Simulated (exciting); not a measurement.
# Li2P (I4/mmm) in exciting: a series of runs

Aim: see how the results for Li2P move with the level of theory and the settings. Levels: LDA, Xalpha. Tasks: density of states, band structure.

Everything below comes from runs of exciting (release sodium). Logs are shortened: lines on timing, memory, paths and dates and some standing lists are left out, and cuts for length are marked.

## (1) Starting point

The structure is tetragonal, space group I4/mmm (No. 139). Conventional cell: a = 3.248 Å, b = 3.248 Å, c = 8.189 Å, α = 90.00°, β = 90.00°, γ = 90.00°. Li (site symmetry 4mm) has 5 Li at 2.63 to 2.81 Å and 5 P at 2.69 Å as nearest neighbours. P (site symmetry 4/mmm) is surrounded by 10 Li at 2.69 Å.

The cell was built by a generator and needn't be a form met in nature.

## (2) Density of states, LDA

Contents of run_exciting.py:

```python
import subprocess
import xml.etree.ElementTree as ET
from ase.io import read
from ase.units import Bohr

atoms = read("POSCAR")
rmt = {'Li': 1.7, 'P': 2.0}  # bohr
tasks = """
<groundstate do="fromscratch" ngridk="9 9 9" rgkmax="6" gmaxvr="14" lmaxapw="10" lmaxmat="10" lmaxvr="8" xctype="LDA_PW" stype="Methfessel-Paxton 2" swidth="0.00499791" nempty="12" ValenceRelativity="zora" epsengy="1e-05" epspot="1e-05" maxscl="60" outputlevel="high" lradstep="4"/>
<properties>
  <dos nwdos="200" winddos="-0.8 0.6" inttype="tetra" ngrdos="100" nsmdos="2" lmirep="true"/>
</properties>
"""

root = ET.Element("input")
ET.SubElement(root, "title").text = "Li2P"
structure = ET.SubElement(root, "structure", speciespath="./", tshift="false")
crystal = ET.SubElement(structure, "crystal", scale="1.0")
for vector in atoms.cell / Bohr:
    ET.SubElement(crystal, "basevect").text = " ".join(f"{x:.12f}" for x in vector)
symbols = atoms.get_chemical_symbols()
for element in dict.fromkeys(symbols):
    species = ET.SubElement(structure, "species", speciesfile=element + ".xml", rmt=str(rmt[element]))
    for symbol, position in zip(symbols, atoms.get_scaled_positions(wrap=False)):
        if symbol == element:
            ET.SubElement(species, "atom", coord=" ".join(f"{x:.12f}" for x in position))
root.extend(ET.fromstring("<tasks>" + tasks + "</tasks>"))
ET.indent(root)
ET.ElementTree(root).write("input.xml")
subprocess.run(["exciting_smp"], check=True)
```

Contents of POSCAR:

```
Li2P
1.0
   -1.6242032100      1.6242032100      4.0946098800
    1.6242032100     -1.6242032100      4.0946098800
    1.6242032100      1.6242032100     -4.0946098800
Li P
2 1
Direct
    0.6717510200      0.6717510200      0.0000000000
    0.3282489800      0.3282489800      0.0000000000
    0.0000000000      0.0000000000      0.0000000000
```

Potentials or basis: all-electron LAPW+lo, shipped species files, valence relativity zora.

Launch:

```
$ OMP_NUM_THREADS=1 python run_exciting.py
```

Standard output:

```text
================================================================================
EXCITING SODIUM started
[... 10 lines left out ...]

 Lattice vectors (cartesian) :
     -3.0692992396      3.0692992396      7.7376912653
      3.0692992396     -3.0692992396      7.7376912653
      3.0692992396      3.0692992396     -7.7376912653

 Reciprocal lattice vectors (cartesian) :
      0.0000000000      1.0235537197      0.4060116314
      1.0235537197      0.0000000000      0.4060116314
      1.0235537197      1.0235537197     -0.0000000000

 Unit cell volume                           :     291.5747099339
 Brillouin zone volume                      :       0.8507260918

 Species :    1 (Li)
     parameters loaded from                 :    Li.xml
     name                                   :    lithium
     nuclear charge                         :      -3.00000000
     electronic charge                      :       3.00000000
     atomic mass                            :   12652.66897000
     muffin-tin radius                      :       1.70000000
     # of radial points in muffin-tin       :     249

     atomic positions (lattice) :
       1 :   0.67175102  0.67175102  0.00000000
       2 :   0.32824898  0.32824898  0.00000000

 Species :    2 (P)
     parameters loaded from                 :    P.xml
     name                                   :    phosphorus
     nuclear charge                         :     -15.00000000
     electronic charge                      :      15.00000000
     atomic mass                            :   56461.71408000
     muffin-tin radius                      :       2.00000000
     # of radial points in muffin-tin       :     297

     atomic positions (lattice) :
       1 :   0.00000000  0.00000000  0.00000000

 Total number of atoms per unit cell        :       3

 Spin treatment                             :    spin-unpolarised

 Number of Bravais lattice symmetries       :      16
 Number of crystal symmetries               :      16

 k-point grid                               :       9    9    9
 Total number of k-points                   :      75
 k-point set is reduced with crystal symmetries

 R^MT_min * |G+k|_max (rgkmax)              :       6.00000000
 Species with R^MT_min                      :       1 (Li)
 Maximum |G+k| for APW functions            :       3.52941176
 Maximum |G| for potential and density      :      14.00000000
 Polynomial order for pseudochg. density    :       9

 G-vector grid sizes                        :      40    40    40
 Total number of G-vectors                  :   13543

 Maximum angular momentum used for
     APW functions                          :      10
     computing H and O matrix elements      :      10
     potential and density                  :       8
     inner part of muffin-tin               :       2

 Total nuclear charge                       :     -21.00000000
 Total electronic charge                    :      21.00000000
 Total core charge                          :      10.00000000
 Total valence charge                       :      11.00000000

 Effective Wigner radius, r_s               :       1.49101032

 Number of empty states                     :      12
 Total number of valence states             :      18

 Maximum Hamiltonian size                   :     240
 Maximum number of plane-waves              :     232
 Total number of local-orbitals             :       8

 Exchange-correlation type                  :       3
     Perdew-Wang, Phys. Rev. B 45, 13244 (1992)

 Smearing scheme                            :    Methfessel-Paxton order 2, Phys. Rev. B 40, 3616 (1989)
 Smearing width                             :       0.00499791

 Using multisecant Broyden potential mixing
[... 6 lines left out ...]
* Groundstate module started                                                   *
********************************************************************************
 Output level for this task is set to high

++++++++++++++++++++++++++++++++++++++++++++++++++++++++++++++++++++++++++++++++
[... 5 lines left out ...]
+ SCF iteration number :    1                                                  +
++++++++++++++++++++++++++++++++++++++++++++++++++++++++++++++++++++++++++++++++
 Total energy                               :      -332.48591605
 _______________________________________________________________
 Fermi energy                               :         0.25919460
 Kinetic energy                             :       369.50136976
 Coulomb energy                             :      -677.12907618
 Exchange energy                            :       -23.37664410
 Correlation energy                         :        -1.48156553
 Sum of eigenvalues                         :      -183.35453958
 Effective potential energy                 :      -552.85590934
 Coulomb potential energy                   :      -520.03773721
 xc potential energy                        :       -32.81817213
 Hartree energy                             :       102.21963164
 Electron-nuclear energy                    :      -724.47700050
 Nuclear-nuclear energy                     :       -54.87170733
 Madelung energy                            :      -417.11020758
 Core-electron kinetic energy               :         0.00000000

 DOS at Fermi energy (states/Ha/cell)       :        39.96198286

 Electron charges :
     core                                   :        10.00000000
     core leakage                           :         0.00216354
     valence                                :        11.00000000
     interstitial                           :         5.32193343
     charge in muffin-tin spheres :
                  atom     1    Li          :         2.43630354
                  atom     2    Li          :         2.43630354
                  atom     3     P          :        10.80545949
     total charge in muffin-tins            :        15.67806657
     total charge                           :        21.00000000

++++++++++++++++++++++++++++++++++++++++++++++++++++++++++++++++++++++++++++++++
+ SCF iteration number :    2                                                  +
++++++++++++++++++++++++++++++++++++++++++++++++++++++++++++++++++++++++++++++++
 Total energy                               :      -342.84308442
 _______________________________________________________________
 Fermi energy                               :         0.23805003
 Kinetic energy                             :       364.10888189
 Coulomb energy                             :      -681.83162966
 Exchange energy                            :       -23.63092161
 Correlation energy                         :        -1.48941505
 Sum of eigenvalues                         :      -188.78505851
 Effective potential energy                 :      -552.89394040
 Coulomb potential energy                   :      -519.72849278
 xc potential energy                        :       -33.16544762
 Hartree energy                             :       107.23142955
 Electron-nuclear energy                    :      -734.19135188
 Nuclear-nuclear energy                     :       -54.87170733
 Madelung energy                            :      -421.96738327
 Core-electron kinetic energy               :         0.00000000
[... 361 lines left out ...]
++++++++++++++++++++++++++++++++++++++++++++++++++++++++++++++++++++++++++++++++
+ SCF iteration number :   12                                                  +
++++++++++++++++++++++++++++++++++++++++++++++++++++++++++++++++++++++++++++++++
 Total energy                               :      -355.88218008
 _______________________________________________________________
 Fermi energy                               :         0.14697858
 Kinetic energy                             :       356.41100035
 Coulomb energy                             :      -686.70961775
 Exchange energy                            :       -24.07572606
 Correlation energy                         :        -1.50783662
 Sum of eigenvalues                         :      -195.46163152
 Effective potential energy                 :      -551.87263187
 Coulomb potential energy                   :      -518.09467654
 xc potential energy                        :       -33.77795533
 Hartree energy                             :       113.74323388
 Electron-nuclear energy                    :      -745.58114430
 Nuclear-nuclear energy                     :       -54.87170733
 Madelung energy                            :      -427.66227948
 Core-electron kinetic energy               :         0.00000000

 DOS at Fermi energy (states/Ha/cell)       :        26.47231095

 Electron charges :
     core                                   :        10.00000000
     core leakage                           :         0.00100923
     valence                                :        11.00000000
     interstitial                           :         4.10658614
     charge in muffin-tin spheres :
                  atom     1    Li          :         2.11758048
                  atom     2    Li          :         2.11758048
                  atom     3     P          :        12.65825290
     total charge in muffin-tins            :        16.89341386
     total charge                           :        21.00000000

 RMS change in effective potential (target) :  0.428455E-08  ( 0.100000E-04)
 Absolute change in total energy   (target) :  0.732550E-06  ( 0.100000E-04)
 Charge distance                   (target) :  0.434458E-07  ( 0.100000E-04)

++++++++++++++++++++++++++++++++++++++++++++++++++++++++++++++++++++++++++++++++
| Convergency criteria checked for the last 2 iterations                       +
| Convergence targets achieved. Performing final SCF iteration                 +
++++++++++++++++++++++++++++++++++++++++++++++++++++++++++++++++++++++++++++++++
 Total energy                               :      -355.88218013
 _______________________________________________________________
 Fermi energy                               :         0.14697858
 Kinetic energy                             :       356.41100023
 Coulomb energy                             :      -686.70961768
 Exchange energy                            :       -24.07572607
 Correlation energy                         :        -1.50783662
 Sum of eigenvalues                         :      -195.46163145
 Effective potential energy                 :      -551.87263169
 Coulomb potential energy                   :      -518.09467635
 xc potential energy                        :       -33.77795534
 Hartree energy                             :       113.74323400
 Electron-nuclear energy                    :      -745.58114435
 Nuclear-nuclear energy                     :       -54.87170733
 Madelung energy                            :      -427.66227951
 Core-electron kinetic energy               :         0.00000000

 DOS at Fermi energy (states/Ha/cell)       :        26.47230435

 Electron charges :
     core                                   :        10.00000000
     core leakage                           :         0.00100923
     valence                                :        11.00000000
     interstitial                           :         4.10658612
     charge in muffin-tin spheres :
                  atom     1    Li          :         2.11758047
                  atom     2    Li          :         2.11758047
                  atom     3     P          :        12.65825294
     total charge in muffin-tins            :        16.89341388
     total charge                           :        21.00000000

++++++++++++++++++++++++++++++++++++++++++++++++++++++++++++++++++++++++++++++++
[... 9 lines left out ...]
| EXCITING SODIUM stopped                                                      =
================================================================================
```

It took 71 s on 1 thread of Arm Neoverse V2, shared host; peak memory 0.15 GiB.

Results:

- Band gap on the k mesh: none (metal or under the smearing width)
- All electrons inside the program's atomic spheres: Li 2.12; P 12.66 (radii Li 1.7, P 2.0 bohr)
- Density of states at the Fermi level: 0.97 states/eV per cell

States per cell in windows of 1 eV (zero at the Fermi level; states under -8 eV left out):
```csv
from (eV),total,P3 p,P3 d,Li1 p,Li2 p,P3 s,Li1 s
-8.0,0.01,0.00,0.00,0.00,0.00,0.00,0.00
-7.0,0.00,0.00,0.00,0.00,0.00,0.00,0.00
-6.0,0.00,0.00,0.00,0.00,0.00,0.00,0.00
-5.0,0.65,0.16,0.00,0.01,0.01,0.00,0.01
-4.0,1.73,0.47,0.00,0.03,0.03,0.02,0.02
-3.0,1.32,0.40,0.00,0.03,0.03,0.02,0.01
-2.0,0.77,0.26,0.00,0.01,0.01,0.02,0.00
-1.0,0.52,0.20,0.00,0.01,0.01,0.02,0.00
0.0,0.71,0.26,0.01,0.01,0.01,0.02,0.00
1.0,1.23,0.24,0.03,0.04,0.04,0.03,0.02
2.0,1.01,0.08,0.04,0.05,0.05,0.02,0.02
3.0,0.86,0.08,0.04,0.04,0.04,0.01,0.01
4.0,0.87,0.10,0.04,0.04,0.04,0.01,0.01
5.0,1.02,0.11,0.06,0.04,0.04,0.03,0.02
6.0,1.68,0.07,0.15,0.09,0.09,0.06,0.03
7.0,1.75,0.12,0.17,0.10,0.10,0.04,0.02
```

## (3) Band structure, Xalpha (volume scaled by 0.88)

run_exciting.py, as its differences from that of step 2:

```diff
@@ -5,8 +5,30 @@
 
-atoms = read("POSCAR")
+atoms = read("Li2P.cif")
+import spglib
+from ase import Atoms
+cell, positions, numbers = spglib.find_primitive((atoms.cell[:], atoms.get_scaled_positions(), atoms.numbers), symprec=1e-5)
+atoms = Atoms(numbers, cell=cell, scaled_positions=positions, pbc=True)
 rmt = {'Li': 1.7, 'P': 2.0}  # bohr
 tasks = """
-<groundstate do="fromscratch" ngridk="9 9 9" rgkmax="6" gmaxvr="14" lmaxapw="10" lmaxmat="10" lmaxvr="8" xctype="LDA_PW" stype="Methfessel-Paxton 2" swidth="0.00499791" nempty="12" ValenceRelativity="zora" epsengy="1e-05" epspot="1e-05" maxscl="60" outputlevel="high" lradstep="4"/>
+<groundstate do="fromscratch" ngridk="9 9 9" rgkmax="6" gmaxvr="14" lmaxapw="10" lmaxmat="10" lmaxvr="8" xctype="LDA_XALPHA" stype="Methfessel-Paxton 1" swidth="0.00036749" nempty="12" ValenceRelativity="zora" epsengy="1e-05" epspot="1e-05" maxscl="60" outputlevel="normal"/>
 <properties>
-  <dos nwdos="200" winddos="-0.8 0.6" inttype="tetra" ngrdos="100" nsmdos="2" lmirep="true"/>
+  <bandstructure>
+    <plot1d>
+      <path steps="80">
+        <point coord="0 0 0" label="G"/>
+        <point coord="-0.5 0.5 0" label="X"/>
+        <point coord="-0.5 0.5 -0.078672993" label="Y"/>
+        <point coord="-0.2893364965 0.2893364965 -0.2893364965" label="S"/>
+        <point coord="0 0 0" label="G"/>
+        <point coord="0.5 0.5 -0.5" label="Z"/>
+        <point coord="0.2893364965 0.7106635035 -0.7106635035" label="S1"/>
+        <point coord="0 0.5 -0.5" label="N"/>
+        <point coord="-0.25 0.75 -0.25" label="P"/>
+        <point coord="0.078672993 0.921327007 -0.5" label="Y1"/>
+        <point coord="0.5 0.5 -0.5" label="Z" breakafter="true"/>
+        <point coord="-0.5 0.5 0" label="X"/>
+        <point coord="-0.25 0.75 -0.25" label="P"/>
+      </path>
+    </plot1d>
+  </bandstructure>
 </properties>
```

Contents of Li2P.cif:

```cif
data_Li2P
_cell_length_a 3.11289580
_cell_length_b 3.11289580
_cell_length_c 7.84759803
_cell_angle_alpha 90.00000000
_cell_angle_beta 90.00000000
_cell_angle_gamma 90.00000000
_space_group_name_H-M_alt 'I4/mmm'
_space_group_name_Hall '-I 4 2'
_space_group_IT_number 139
loop_
_space_group_symop_operation_xyz
'x,y,z'
'-x,-y,-z'
'-y,x,z'
'y,-x,-z'
'-x,-y,z'
'x,y,-z'
'y,-x,z'
'-y,x,-z'
'x,-y,-z'
'-x,y,z'
'-y,-x,-z'
'y,x,z'
'-x,y,-z'
'x,-y,z'
'y,x,-z'
'-y,-x,z'
'x+1/2,y+1/2,z+1/2'
'-x+1/2,-y+1/2,-z+1/2'
'-y+1/2,x+1/2,z+1/2'
'y+1/2,-x+1/2,-z+1/2'
'-x+1/2,-y+1/2,z+1/2'
'x+1/2,y+1/2,-z+1/2'
'y+1/2,-x+1/2,z+1/2'
'-y+1/2,x+1/2,-z+1/2'
'x+1/2,-y+1/2,-z+1/2'
'-x+1/2,y+1/2,z+1/2'
'-y+1/2,-x+1/2,-z+1/2'
'y+1/2,x+1/2,z+1/2'
'-x+1/2,y+1/2,-z+1/2'
'x+1/2,-y+1/2,z+1/2'
'y+1/2,x+1/2,-z+1/2'
'-y+1/2,-x+1/2,z+1/2'
loop_
_atom_site_label
_atom_site_type_symbol
_atom_site_symmetry_multiplicity
_atom_site_Wyckoff_symbol
_atom_site_fract_x
_atom_site_fract_y
_atom_site_fract_z
_atom_site_occupancy
Li1 Li 4 e 0.5000000000 0.5000000000 0.1717510200 1
P1 P 2 a 0.0000000000 0.0000000000 0.0000000000 1
```

Potentials or basis: all-electron LAPW+lo, shipped species files, valence relativity zora.

Launch:

```
$ OMP_NUM_THREADS=1 python run_exciting.py
```

It took 56 s on 1 thread of Arm Neoverse V2, shared host; peak memory 0.15 GiB.

The run converged. Its results:

| Item | Value |
| --- | --- |
| Free energy | -9642.9766 eV |
| Band gap on the k mesh | none (metal or under the smearing width) |
| All electrons inside the program's atomic spheres | Li 2.15; P 12.68 (radii Li 1.7, P 2.0 bohr) |

Levels at the corners of the path, in eV from the Fermi level:
```tsv
point	band 2	band 3	band 4	band 5	band 6	band 7	band 8	band 9	band 10	band 11
Γ	-44.89	-11.79	-2.88	0.07	1.20	1.20	6.09	6.09	6.29	6.32
X	-44.93	-8.22	-4.57	-3.59	-1.25	0.16	1.92	5.32	5.89	7.13
Y	-44.93	-8.57	-4.40	-3.34	-2.16	1.33	2.47	5.48	6.07	7.14
S	-44.93	-10.21	-4.96	-4.00	2.07	3.71	4.16	7.52	7.98	9.32
Γ	-44.89	-11.79	-2.88	0.07	1.20	1.20	6.09	6.09	6.29	6.32
Z	-44.90	-11.56	-5.36	0.53	0.53	5.24	6.22	6.95	9.85	10.26
S1	-44.93	-10.21	-4.96	-4.00	2.07	3.71	4.16	7.52	7.98	9.32
N	-44.93	-10.14	-5.21	-3.38	1.50	2.33	6.56	6.80	7.50	7.71
P	-44.93	-8.22	-4.17	-4.17	-1.26	1.86	1.86	1.93	7.15	10.52
Y1	-44.93	-8.57	-4.40	-3.34	-2.16	1.33	2.47	5.48	6.07	7.14
Z	-44.90	-11.56	-5.36	0.53	0.53	5.24	6.22	6.95	9.85	10.26
X	-44.93	-8.22	-4.57	-3.59	-1.25	0.16	1.92	5.32	5.89	7.13
P	-44.93	-8.22	-4.17	-4.17	-1.26	1.86	1.86	1.93	7.15	10.52
```
